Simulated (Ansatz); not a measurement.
# MgTl: how the settings move a single-point run

Aim: see which settings change the result for MgTl, by how much, and at what cost.

Program: Ansatz 0.2.0. Level of theory: reference: DFT, PBEsol, all-electron LAPW, scalar-relativistic. These are calculated values, not measurements.

1 further run of the same task is left out (it didn't finish).

## Step 1: The system as given

Symmetry: Pm-3m, No. 221, cubic system. Conventional cell: a = 3.437 Å, b = 3.437 Å, c = 3.437 Å, α = 90.00°, β = 90.00°, γ = 90.00°. Mg (site symmetry m-3m) is surrounded by 8 Tl at 2.98 Å. Tl (site symmetry m-3m) is surrounded by 8 Mg at 2.98 Å.

Coordinates:

```xyz
2
Lattice="3.4367 0.0000 0.0000 0.0000 3.4367 0.0000 0.0000 0.0000 3.4367" Properties=species:S:1:pos:R:3 pbc="T T T"
Mg    0.0000    0.0000    0.0000
Tl    1.7183    1.7183    1.7183
```

## Step 2: Baseline

input.yaml reads:

```yaml
crystal:
  lattice:
    - [3.4366891645, 0.0, 0.0]
    - [0.0, 3.4366891645, 0.0]
    - [0.0, 0.0, 3.4366891645]
  atoms:
    - { symbol: Mg, position: [0.0, 0.0, 0.0] }
    - { symbol: Tl, position: [0.5, 0.5, 0.5] }
kpoints:
  mp_grid: { grid: [10, 10, 10] }
  band_path:
    path:
      - [0.0, 0.0, 0.0]
      - [0.0, 0.5, 0.0]
      - [0.5, 0.5, 0.0]
      - [0.0, 0.0, 0.0]
      - [0.5, 0.5, 0.5]
      - [0.0, 0.5, 0.0]
      - [0.5, 0.5, 0.5]
      - [0.5, 0.5, 0.0]
    npoints: 6
scf:
  occupations: { method: fermi_dirac, width: 0.05 }
hamiltonian:
  xc: pbesol
  pseudopotentials: { kind: all_electron, lapw: { basis_error: 0.001 } }
output:
  forces: true
  stress: true
  eigenvalues: true
  populations: true
```

On the command line:

```bash
$ ansatz run input.yaml --threads 1 --pin off --max-ram 2048MiB --backend cpu --events-out ev --progress --plain --runs-dir out
```

## Step 3: Changed: occupations.method methfessel_paxton, occupations.width 0.005, scf.algorithm direct_min

input.yaml: that of step 2 with these lines changed.

```diff
@@ -22,3 +22,4 @@
 scf:
-  occupations: { method: fermi_dirac, width: 0.05 }
+  occupations: { method: methfessel_paxton, width: 0.005 }
+  algorithm: direct_min
 hamiltonian:
```

Q: Predict the outcome of this session. Wanted: for each run, ending; energy change; pressure; gap; force.

**Answer**, as computed:

```tsv
run	ending	energy change	pressure (GPa)	gap (eV)	force (eV/Å)	cycles	time
reference	converged	0	8.9	0.00	0.00	8	11 s
1: occupations.method methfessel_paxton, occupations.width 0.005, scf.algorithm direct_min	converged	0.0 meV/atom (σ→0)	8.9	0.00	0.00	8	23 s
```

Residual by cycle in the longest SCF loop of each run; runs are numbered as in the table. The quantity is the density residual dr2, in eV.

```tsv
cycle	reference	run 1
1	0.0852	0.0861
2	0.0611	5.7e-4
3	0.0233	8.7e-5
4	0.00191	1.6e-5
5	1.7e-4	2.1e-8
6	1.8e-6	5.6e-11
7	2.3e-7	7.7e-13
8	7.0e-9	1.9e-12
```

Changing the smearing and solver hardly moves the energy: 0.0 meV/atom. Cost: 23 s against 11 s.
